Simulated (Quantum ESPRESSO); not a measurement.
AgB2:

```
CELL_PARAMETERS angstrom
3.00000 0.00000 0.00000
-1.50000 2.59808 0.00000
0.00000 0.00000 3.24000
ATOMIC_POSITIONS crystal
Ag 0.00000 0.00000 0.00000
B 0.66667 0.33333 0.50000
B 0.33333 0.66667 0.50000
```

```yaml
Program: Quantum ESPRESSO 7.5
Task: single point
Functional: PBE
Potentials_or_basis: SSSP 1.3 efficiency PBE
Cutoff: 816 eV
Density_cutoff: 5987 eV
k_mesh: 10 × 10 × 8
Occupations: fermi-dirac, width 0.05 eV
Spin: no spin polarisation
```

On this cell: pressure 53.9 GPa; largest force under 0.003 eV/Å; band gap on the k mesh none (metal or under the smearing width).

The same run follows on a disturbed copy (atoms moved at random, drawn with an rms of 0.05 Å):

```
Ag B
1.0
     3.00000    0.00000    0.00000
    -1.50000    2.59808    0.00000
     0.00000    0.00000    3.24000
Ag B
1 2
Direct
  0.03604 0.03052 0.99187
  0.65631 0.32991 0.49486
  0.31545 0.66017 0.50955
```

Q: What changes?

A: The energy (extrapolated to zero smearing) moves by +14.3 meV/atom; pressure 55.0 GPa; largest force 0.739 eV/Å; band gap on the k mesh none (metal or under the smearing width).

Forces on the atoms (eV/Å):
```
Ag  -0.231 -0.235  0.632
B    0.231  0.128  0.100
B    0.000  0.107 -0.732
```

Stress tensor (GPa, compression positive):
```
43.29  1.31 -0.58
 1.31 42.40 -0.66
-0.58 -0.66 79.26
```

Caveats: a pressure of tens of GPa on the cell as given is suspect, and the run, the potentials or the cell itself is likely at fault (some runs).
